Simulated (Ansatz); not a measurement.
# IrPd3 (I4/mmm) in Ansatz: a series of runs

One crystal, IrPd3, is run at these levels: PBEsol; tasks: single point.

All numbers are computed with Ansatz 0.2.0; they aren't measurements. Logs are shortened: lines on timing, memory, paths and dates and some standing lists are left out, and cuts for length are marked.

**1. Starting point**

The structure is tetragonal, space group I4/mmm (No. 139). Conventional cell: a = 3.939 Å, b = 3.939 Å, c = 7.786 Å, α = 90.00°, β = 90.00°, γ = 90.00°. Ir (site symmetry 4/mmm) has 12 Pd at 2.77 to 2.79 Å as nearest neighbours. Pd (site symmetry 4/mmm) has 8 Pd at 2.77 Å and 4 Ir at 2.79 Å as nearest neighbours. Pd (site symmetry -4m2) has 4 Ir at 2.77 Å and 8 Pd at 2.77 to 2.79 Å as nearest neighbours.

The cell comes from a database or a generator and needn't be the stable form of this composition.

**2. Single point, PBEsol, 14.19 Å³/atom (volume scaled by 0.94)**

input.yaml

```yaml
crystal:
  lattice:
    - [-1.9292585964, 1.9292585964, 3.8133817833]
    - [1.9292585964, -1.9292585964, 3.8133817833]
    - [1.9292585964, 1.9292585964, -3.8133817833]
  atoms:
    - { symbol: Ir, position: [0.0, 0.0, 0.0] }
    - { symbol: Pd, position: [0.5, 0.5, 0.0] }
    - { symbol: Pd, position: [0.25, 0.75, 0.5] }
    - { symbol: Pd, position: [0.75, 0.25, 0.5] }
kpoints:
  mp_grid: { grid: [10, 10, 10] }
scf:
  occupations: { method: fermi_dirac, width: 0.05 }
hamiltonian:
  xc: pbesol
  pseudopotentials: { kind: all_electron, lapw: { basis_error: 0.001 } }
output:
  forces: true
  stress: true
  eigenvalues: true
```

Potentials or basis: all-electron LAPW, scalar-relativistic.

The run is started by

```console
$ ansatz run input.yaml --threads 2 --pin off --max-ram 8192MiB --backend cpu --events-out ev --progress --plain --runs-dir out
```

Standard output:

```text
Warning: RAYON_NUM_THREADS=2 ignored (pool sized by the plan → 2); use --threads N
LAPW: plane waves up to 8.560 Å⁻¹, error target 1.0e-3 eV per atom; small_component_spin mean_spin; Pd in spheres of 1.348 Å, 28 of its electrons in bands, Dirac shells []; Ir in spheres of 1.365 Å, 41 of its electrons in bands, Dirac shells [] (how accurate: hamiltonian.pseudopotentials.lapw.basis_error, Limitations)
Engine: ansatz 0.2.0, x86_64-unknown-linux-gnu
Pseudopotentials: kind: all_electron
Pseudopotential: Ir, LAPW, valence charge 41, lapw/all_electron/scalar/gaussian/Ir, Koelling and Harmon's equation, gaussian nucleus
Pseudopotential: Pd, LAPW, valence charge 28, lapw/all_electron/scalar/gaussian/Pd, Koelling and Harmon's equation, gaussian nucleus
Functional definition: PBEsol
  exchange = pbesol_x
  correlation = pbesol_c
Crystal: 4 atoms, lattice volume = 56.774 Å³
Basis set: ecut = 279.1651367859383 eV, 631 PW (Γ), FFT grids on a1+a3, a2+a3, a3, exchange–correlation at level 2
Bands: 75, of which v1, the nominal top of the filled ones, is band 63 counted from 1 (62 counted from 0)
Symmetry: 16 space group operations
Space group: I4/mmm (ITA 139), of the structure as read, at distance tolerance 3.8e-5 Å
k-points: 102 of 1000
Non-local potential: Ir, projectors of the file, none
Non-local potential: Pd, projectors of the file, none
Initial density: superposition of atomic densities (chi_scale 0.1, normalization cell)
Initial wavefunctions: plane waves of lowest kinetic energy (no species holds an atomic orbital)
Functional: x = pbesol(κ = 0.804, μ = 0.12345679012345678), c = pbesol(β = 0.046)
iter 1 solved again at ethr=1.61e-2 eV; its pass at ethr=1.00e-1 eV (dr2=2.01e1 eV) is discarded
SCF iter   1: F=—  HF=-896620.038999 eV  |F-HF|=—  |Δ(HF+E_count)|=         —  Δρ=1.33e-1  dr2=2.01e1  ethr=1.61e-2  ⟨swp⟩=2.0  Hψ=45544  notcnv=0
preconditioner: auto → Kerker (q_TF=auto, 3.112 Å⁻¹)  [metal: Δε(μ)=0.002 eV  Ē_g=11.860 eV  σ=0.050 eV  W_gap=0.01  n_scr=30 (ndim 8)  ℏωp=30.8 eV  f_vac=0.001  D(μ)=5.80/eV (n_scr^D=68)]
SCF iter   2: F=—  HF=-896623.930558 eV  |F-HF|=—  |Δ(HF+E_count)|=    3.89e0  Δρ=1.48e-1  dr2=2.55e1  ethr=1.61e-2  ⟨swp⟩=2.9  Hψ=21404  notcnv=0
iter 3 solved again at ethr=6.83e-4 eV; its pass at ethr=1.61e-2 eV (dr2=8.54e-1 eV) is discarded
SCF iter   3: F=—  HF=-896611.548100 eV  |F-HF|=—  |Δ(HF+E_count)|=    1.24e1  Δρ=3.15e-2  dr2=8.53e-1  ethr=6.83e-4  ⟨swp⟩=2.0  Hψ=37766  notcnv=0
SCF iter   4: F=—  HF=-896611.018895 eV  |F-HF|=—  |Δ(HF+E_count)|=   5.29e-1  Δρ=3.35e-2  dr2=1.42e0  ethr=6.83e-4  ⟨swp⟩=2.0  Hψ=21282  notcnv=0
SCF iter   5: F=—  HF=-896610.822226 eV  |F-HF|=—  |Δ(HF+E_count)|=         —  Δρ=1.98e-2  dr2=5.04e-1  ethr=6.83e-4  ⟨swp⟩=2.0  Hψ=21123  notcnv=0
the basis was enlarged: its passes take 916.8 KiB over the memory plan, 2 of 2 planned eigensolver slots
SCF iter   6: F=—  HF=-896610.744698 eV  |F-HF|=—  |Δ(HF+E_count)|=   7.75e-2  Δρ=6.02e-3  dr2=1.60e-2  ethr=4.03e-4  ⟨swp⟩=2.0  Hψ=21667  notcnv=0
SCF iter   7: F=—  HF=-896610.744408 eV  |F-HF|=—  |Δ(HF+E_count)|=   2.90e-4  Δρ=5.31e-3  dr2=3.83e-2  ethr=1.28e-5  ⟨swp⟩=2.0  Hψ=22179  notcnv=0
SCF iter   8: F=—  HF=-896610.745385 eV  |F-HF|=—  |Δ(HF+E_count)|=   9.77e-4  Δρ=6.54e-3  dr2=5.52e-2  ethr=1.28e-5  ⟨swp⟩=2.0  Hψ=22171  notcnv=0
SCF iter   9: F=—  HF=-896610.734371 eV  |F-HF|=—  |Δ(HF+E_count)|=   1.10e-2  Δρ=2.18e-3  dr2=5.72e-3  ethr=1.28e-5  ⟨swp⟩=2.0  Hψ=21761  notcnv=0
SCF iter  10: F=—  HF=-896610.733158 eV  |F-HF|=—  |Δ(HF+E_count)|=   1.21e-3  Δρ=7.60e-4  dr2=6.64e-4  ethr=4.58e-6  ⟨swp⟩=2.0  Hψ=21827  notcnv=0
SCF iter  11: F=—  HF=-896610.732980 eV  |F-HF|=—  |Δ(HF+E_count)|=   1.78e-4  Δρ=1.23e-4  dr2=1.20e-5  ethr=5.31e-7  ⟨swp⟩=2.0  Hψ=22168  notcnv=0
SCF iter  12: F=—  HF=-896610.732976 eV  |F-HF|=—  |Δ(HF+E_count)|=   3.33e-6  Δρ=3.57e-5  dr2=1.26e-6  ethr=9.60e-9  ⟨swp⟩=2.0  Hψ=22168  notcnv=0
SCF iter  13: F=—  HF=-896610.732976 eV  |F-HF|=—  |Δ(HF+E_count)|=   3.61e-7  Δρ=1.63e-5  dr2=1.59e-7  ethr=1.01e-9  ⟨swp⟩=2.0  Hψ=22168  notcnv=0
SCF iter  14: F=-896610.732976 eV  HF=-896610.732976 eV  |F-HF|=8.00e-8  |Δ(HF+E_count)|=   3.15e-8  Δρ=8.76e-6  dr2=6.20e-8  ethr=1.27e-10  ⟨swp⟩=2.0  Hψ=22168  notcnv=0
SCF 1 converged in 14 iterations: F = -896610.732976 eV  dr2 = 6.20e-8
SCF converged after 14 iterations
Free energy (F): -896610.732976 eV
Harris-Foulkes:  -896610.732976 eV  (|F-HF|=8.00e-8)
Internal energy: -896610.680734 eV  (E = F + TS)
E sigma→0 (E₀):  -896610.706855 eV
Entropy (-TS):   -0.052242 eV (-13.060 meV/atom)
Fermi energy:    24.887007 eV
--- Per-component energies (eV) ---
  E_band       = -12295.315560
  E_kinetic    = 978271.554718
  E_xc         = -20904.676957
  E_electrostatic = -1853977.558495  (all electrons and nuclei)
  E_smearing   = -0.052242  (= −TS)
  E_closure    = 0.000000  (closes the sum)
  E_atoms      = -896587.680723  (free atoms, spherical and without spin; not in F)
  Σ components = -896610.732976   (vs F -896610.732976, Δ=0.00e0)
  Basis errors (estimates in eV, not in F): energy 2.5e-4 per atom: plane waves 1.9e-4 (9.8e-5 summed), levels above the bands 5.3e-113, relativity 3.4e-8, radial functions 5.0e-5, core shells 3.4e-7; eigenvalues (radial functions only) 1.4e-6; not estimated: angular momenta, meshes, grids; target (lapw.basis_error) 1.0e-3; muffin-tin radii Pd 1.348 Å, Ir 1.365 Å
--- Forces (eV/Å), atoms counted from 1 ---
  atom   1  Ir     0.00000000     0.00000000    -0.00000000
  atom   2  Pd     0.00000000     0.00000000     0.00000000
  atom   3  Pd     0.00000000    -0.00000000     0.00000000
  atom   4  Pd    -0.00000000    -0.00000000    -0.00000000
  max |Σ_I F_I| component: 5.20e-18 eV/Å
--- Stress (GPa, compression-positive) ---
        2.795683       0.000000      -0.000000
        0.000000       2.795683       0.000000
       -0.000000       0.000000       2.416926
  P = ⅓ Tr σ = 2.6694 GPa (26.694 kbar)
--- Band table (eV; the first three rows and the last of 102) ---
  k-point 0: bands = ["-300.1128", "-300.1128", "-300.1128", "-300.1128", "-300.0843", "-300.0843", "-300.0619", "-300.0619", "-300.0611", "-300.0611", "-300.0592", "-300.0153", "-300.0153", "-300.0151", "-299.9991", "-259.8038", "-259.8038", "-259.7814", "-259.7598", "-259.7429", "-67.2537", "-59.7531", "-59.7011", "-59.6506", "-31.6940", "-31.6665", "-31.6646", "-31.6646", "-31.6463", "-31.6254", "-31.6254", "-25.6640", "-25.5551", "-25.5551", "-25.5074", "-25.4801", "-25.4801", "-25.3204", "-25.3204", "-25.2747", "-24.1053", "-24.0432", "-24.0432", "16.2441", "18.4804", "18.8424", "19.7010", "19.7972", "20.7167", "20.7167", "20.8580", "20.8580", "21.4161", "21.4161", "21.5555", "22.9504", "23.1324", "23.2740", "23.9027", "24.7553", "24.9566", "25.2996", "25.2996", "25.8219", "27.7429", "33.4278", "33.4278", "34.0488", "34.2162", "34.2162", "34.7134", "36.2063", "36.4808", "37.4241", "37.4241"]
  k-point 1: bands = ["-300.1128", "-300.1128", "-300.1128", "-300.1128", "-300.0843", "-300.0843", "-300.0619", "-300.0619", "-300.0611", "-300.0611", "-300.0592", "-300.0153", "-300.0153", "-300.0151", "-299.9991", "-259.8038", "-259.8038", "-259.7814", "-259.7598", "-259.7429", "-67.2537", "-59.7504", "-59.7030", "-59.6513", "-31.6940", "-31.6665", "-31.6646", "-31.6645", "-31.6463", "-31.6254", "-31.6254", "-25.6557", "-25.5633", "-25.5430", "-25.5327", "-25.4794", "-25.4489", "-25.3394", "-25.3181", "-25.2744", "-24.1059", "-24.0502", "-24.0419", "16.5015", "18.6445", "19.0111", "19.8514", "19.9282", "20.4807", "20.6060", "20.8793", "21.0328", "21.3102", "21.4989", "21.6681", "22.9366", "23.1254", "23.1699", "23.9026", "24.3932", "24.5442", "24.7188", "25.2309", "25.4727", "28.8906", "32.2602", "32.4811", "32.7965", "33.1783", "35.3325", "36.4166", "36.5517", "37.1192", "37.6267", "37.7985"]
  k-point 2: bands = ["-300.1128", "-300.1128", "-300.1128", "-300.1128", "-300.0843", "-300.0843", "-300.0619", "-300.0619", "-300.0611", "-300.0611", "-300.0592", "-300.0153", "-300.0153", "-300.0151", "-299.9991", "-259.8038", "-259.8038", "-259.7814", "-259.7598", "-259.7429", "-67.2536", "-59.7431", "-59.7081", "-59.6535", "-31.6940", "-31.6665", "-31.6646", "-31.6645", "-31.6463", "-31.6254", "-31.6254", "-25.6384", "-25.5896", "-25.5782", "-25.4876", "-25.4737", "-25.4124", "-25.3843", "-25.3132", "-25.2760", "-24.1076", "-24.0620", "-24.0385", "17.2179", "19.0188", "19.5449", "19.9082", "20.0166", "20.2524", "20.2864", "21.0266", "21.3742", "21.5762", "21.7463", "21.8869", "22.6134", "22.9141", "22.9226", "23.0905", "23.8418", "24.1507", "24.3081", "25.0132", "25.0539", "30.4721", "30.6580", "31.2312", "31.6208", "32.6908", "33.7447", "36.1520", "39.1083", "39.1613", "39.4731", "39.5101"]
  k-point 101: bands = ["-300.1128", "-300.1128", "-300.1128", "-300.1128", "-300.0843", "-300.0843", "-300.0619", "-300.0619", "-300.0611", "-300.0611", "-300.0592", "-300.0153", "-300.0153", "-300.0151", "-299.9991", "-259.8038", "-259.8038", "-259.7814", "-259.7598", "-259.7429", "-67.2536", "-59.7424", "-59.7012", "-59.6615", "-31.6940", "-31.6666", "-31.6646", "-31.6646", "-31.6463", "-31.6254", "-31.6254", "-25.6328", "-25.6328", "-25.5551", "-25.5027", "-25.3860", "-25.3860", "-25.3637", "-25.3383", "-25.3383", "-24.1348", "-24.0399", "-24.0399", "18.2725", "18.4308", "18.6463", "18.8220", "18.8220", "19.1307", "20.0008", "20.1107", "22.4387", "22.5769", "22.6570", "22.6570", "23.1518", "23.1518", "23.6859", "24.1082", "24.7524", "24.9689", "25.1960", "25.4478", "25.4478", "25.7884", "27.5126", "27.5126", "35.1322", "36.3528", "37.4073", "37.5894", "37.5894", "37.9436", "42.4420", "42.6314"]
```

Wall time 75 s (2 threads of AMD EPYC 7R43 (Zen 3), shared host); peak memory 1.3 GiB.

What came out:

```yaml
Free_energy: -896610.7330 eV
Pressure: 2.7 GPa
Band_gap_on_the_k_mesh: none (metal or under the smearing width)
```

**3. Single point, PBEsol, 14.50 Å³/atom (volume scaled by 0.96)**

Edit input.yaml of step 2 so:

```diff
@@ -2,5 +2,5 @@
   lattice:
-    - [-1.9292585964, 1.9292585964, 3.8133817833]
-    - [1.9292585964, -1.9292585964, 3.8133817833]
-    - [1.9292585964, 1.9292585964, -3.8133817833]
+    - [-1.9428453722, 1.9428453722, 3.8402374694]
+    - [1.9428453722, -1.9428453722, 3.8402374694]
+    - [1.9428453722, 1.9428453722, -3.8402374694]
   atoms:
```

Potentials or basis: all-electron LAPW, scalar-relativistic.

The run is started by

```console
$ ansatz run input.yaml --threads 2 --pin off --max-ram 8192MiB --backend cpu --events-out ev --progress --plain --runs-dir out
```

Run time: 78 s. Hardware: 2 threads of AMD EPYC 7R43 (Zen 3), shared host; peak memory 1.3 GiB.

Results (log left out):

| Item | Value |
| --- | --- |
| Free energy | -896610.7329 eV |
| Pressure | -2.6 GPa |
| Band gap on the k mesh | none (metal or under the smearing width) |

**4. Single point, PBEsol, 14.80 Å³/atom (volume scaled by 0.98)**

Edit input.yaml of step 3 so:

```diff
@@ -2,5 +2,5 @@
   lattice:
-    - [-1.9428453722, 1.9428453722, 3.8402374694]
-    - [1.9428453722, -1.9428453722, 3.8402374694]
-    - [1.9428453722, 1.9428453722, -3.8402374694]
+    - [-1.9562447292, 1.9562447292, 3.8667227027]
+    - [1.9562447292, -1.9562447292, 3.8667227027]
+    - [1.9562447292, 1.9562447292, -3.8667227027]
   atoms:
```

The run is started by

```console
$ ansatz run input.yaml --threads 2 --pin off --max-ram 8192MiB --backend cpu --events-out ev --progress --plain --runs-dir out
```

Run time: 83 s. Hardware: 2 threads of AMD EPYC 7R43 (Zen 3), shared host; peak memory 1.3 GiB.

The run converged. Its results:

```
Free energy            : -896610.6957 eV
Pressure               : -7.2 GPa
Band gap on the k mesh : none (metal or under the smearing width)
```

**5. Single point, PBEsol, 15.10 Å³/atom**

Edit input.yaml of step 4 so:

```diff
@@ -2,5 +2,5 @@
   lattice:
-    - [-1.9562447292, 1.9562447292, 3.8667227027]
-    - [1.9562447292, -1.9562447292, 3.8667227027]
-    - [1.9562447292, 1.9562447292, -3.8667227027]
+    - [-1.969463, 1.969463, 3.89285]
+    - [1.969463, -1.969463, 3.89285]
+    - [1.969463, 1.969463, -3.89285]
   atoms:
```

The run is started by

```console
$ ansatz run input.yaml --threads 2 --pin off --max-ram 8192MiB --backend cpu --events-out ev --progress --plain --runs-dir out
```

It took 86 s on 2 threads of AMD EPYC 7R43 (Zen 3), shared host; peak memory 1.3 GiB.

It converged, with:

```yaml
Free_energy: -896610.6261 eV
Pressure: -11.2 GPa
Band_gap_on_the_k_mesh: none (metal or under the smearing width)
```

**6. Single point, PBEsol, 15.40 Å³/atom (volume scaled by 1.02)**

Edit input.yaml of step 5 so:

```diff
@@ -2,5 +2,5 @@
   lattice:
-    - [-1.969463, 1.969463, 3.89285]
-    - [1.969463, -1.969463, 3.89285]
-    - [1.969463, 1.969463, -3.89285]
+    - [-1.9825061814, 1.9825061814, 3.9186312149]
+    - [1.9825061814, -1.9825061814, 3.9186312149]
+    - [1.9825061814, 1.9825061814, -3.9186312149]
   atoms:
```

Potentials or basis: all-electron LAPW, scalar-relativistic.

The run is started by

```console
$ ansatz run input.yaml --threads 2 --pin off --max-ram 8192MiB --backend cpu --events-out ev --progress --plain --runs-dir out
```

It took 82 s on 2 threads of AMD EPYC 7R43 (Zen 3), shared host; peak memory 1.3 GiB.

It converged, with:

```
Free energy            : -896610.5283 eV
Pressure               : -14.7 GPa
Band gap on the k mesh : none (metal or under the smearing width)
```

**7. Single point, PBEsol, 15.70 Å³/atom (volume scaled by 1.04)**

Edit input.yaml of step 6 so:

```diff
@@ -2,5 +2,5 @@
   lattice:
-    - [-1.9825061814, 1.9825061814, 3.9186312149]
-    - [1.9825061814, -1.9825061814, 3.9186312149]
-    - [1.9825061814, 1.9825061814, -3.9186312149]
+    - [-1.9953799589, 1.9953799589, 3.9440775852]
+    - [1.9953799589, -1.9953799589, 3.9440775852]
+    - [1.9953799589, 1.9953799589, -3.9440775852]
   atoms:
```

The run is started by

```console
$ ansatz run input.yaml --threads 2 --pin off --max-ram 8192MiB --backend cpu --events-out ev --progress --plain --runs-dir out
```

It took 85 s on 2 threads of AMD EPYC 7R43 (Zen 3), shared host; peak memory 1.3 GiB.

Results (log left out):

```yaml
Free_energy: -896610.4059 eV
Pressure: -17.7 GPa
Band_gap_on_the_k_mesh: none (metal or under the smearing width)
```

**8. Single point, PBEsol, 16.01 Å³/atom (volume scaled by 1.06)**

Edit input.yaml of step 7 so:

```diff
@@ -2,5 +2,5 @@
   lattice:
-    - [-1.9953799589, 1.9953799589, 3.9440775852]
-    - [1.9953799589, -1.9953799589, 3.9440775852]
-    - [1.9953799589, 1.9953799589, -3.9440775852]
+    - [-2.0080897281, 2.0080897281, 3.9691997758]
+    - [2.0080897281, -2.0080897281, 3.9691997758]
+    - [2.0080897281, 2.0080897281, -3.9691997758]
   atoms:
```

The run is started by

```console
$ ansatz run input.yaml --threads 2 --pin off --max-ram 8192MiB --backend cpu --events-out ev --progress --plain --runs-dir out
```

Wall time 86 s (2 threads of AMD EPYC 7R43 (Zen 3), shared host); peak memory 1.3 GiB.

It converged, with:

```
Free energy            : -896610.2620 eV
Pressure               : -20.4 GPa
Band gap on the k mesh : none (metal or under the smearing width)
```

**9. For comparison**

An earlier run on the cell as given: functional PBEsol; potentials or basis all-electron LAPW, scalar-relativistic; cutoff 266 eV (chosen from the basis error); basis error allowed 0.001 eV/atom; k mesh 10 × 10 × 10; occupations fermi-dirac, width 0.05 eV; no spin polarisation.

* Pressure: -11.2 GPa
* Band gap on the k mesh: none (metal or under the smearing width)
